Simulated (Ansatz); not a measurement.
**Cl3HNNb: small, medium and large basis sets**

One table from this session's results is given with a row withheld; the runs are named, their logs left out.

The runs use Ansatz 0.2.0, Gaussian basis; one geometry, several basis sets.

The runs, in order: PBE0-D4/def2-SVP; ωB97M-V/def2-SVP; PBE0-D4/def2-QZVPP; ωB97M-V/def2-QZVPP; the functionals' def2-TZVPP values are taken from earlier runs.

## The relaxed structure

The geometry comes from an earlier relaxation with PBE0-D4 in a triple-zeta def2 set; it is a stationary point. Nb takes the def2 core potential; no spin-orbit term is included.

SMILES `[NH]=[Nb]([Cl])([Cl])[Cl]`, 6 atoms, charge 0, spin multiplicity 1.

Atoms are counted from 1 here; the program's logs count them from 0.

Bond lengths: N1–Nb2 1.723 Å, N1–H6 1.010 Å, Nb2–Cl3 2.282 Å, Nb2–Cl4 2.282 Å, Nb2–Cl5 2.282 Å. Angles: Nb2–N1–H6 180.0°, N1–Nb2–Cl3 107.1°, N1–Nb2–Cl4 107.1°, N1–Nb2–Cl5 107.1°, Cl3–Nb2–Cl4 111.8°, Cl3–Nb2–Cl5 111.8°, Cl4–Nb2–Cl5 111.8°.

Geometry (Å):

```xyz
6
Cl3HNNb
N    -0.54986    0.57051    1.03201
Nb    0.17979   -0.19105   -0.33029
Cl    1.80079   -1.58351    0.46999
Cl   -1.46541   -1.34212   -1.41450
Cl    1.05435    1.46502   -1.63401
H    -0.97757    1.01715    1.83079
```

The first run:

Input file in.yaml:

```yaml
crystal:
  periodic: [false, false, false]
  atoms:
    - {symbol: N, position_ang: [-0.549856, 0.570514, 1.032007]}
    - {symbol: Nb, position_ang: [0.179788, -0.191051, -0.330286]}
    - {symbol: Cl, position_ang: [1.800793, -1.583512, 0.469990]}
    - {symbol: Cl, position_ang: [-1.465413, -1.342118, -1.414499]}
    - {symbol: Cl, position_ang: [1.054355, 1.465018, -1.634007]}
    - {symbol: H, position_ang: [-0.977567, 1.017149, 1.830794]}
basis:
  gaussian: {orbitals: def2-SVP}
hamiltonian: {xc: pbe0, dispersion: d4}
output: {orbitals: {seedname: orbitals}}
```

Run with:

```console
$ ansatz run in.yaml --threads 4 --pin off --events-out ev --progress --plain --max-ram 10444MiB
```

Steps of the session up to this table: PBE0-D4 in def2-SVP; ωB97M-V in def2-SVP; PBE0-D4 in def2-QZVPP; ωB97M-V in def2-QZVPP.

One of the session's tables, all rows but one given; the rest of the session is left out.

It belongs to the step «Density functionals: the series». 

```
functional       basis  HOMO (eV)  LUMO (eV)
   PBE0-D4    def2-SVP          ?          ?
   PBE0-D4  def2-TZVPP      -8.80      -2.79
   PBE0-D4  def2-QZVPP      -8.81      -2.80
   ωB97M-V    def2-SVP     -10.97      -0.58
   ωB97M-V  def2-TZVPP     -11.03      -0.72
   ωB97M-V  def2-QZVPP     -11.04      -0.75
```

**Question.** Estimate the row for PBE0-D4, def2-SVP.

The run gave: HOMO (eV): -8.78; LUMO (eV): -2.71. In the column «HOMO (eV)» it is the highest.
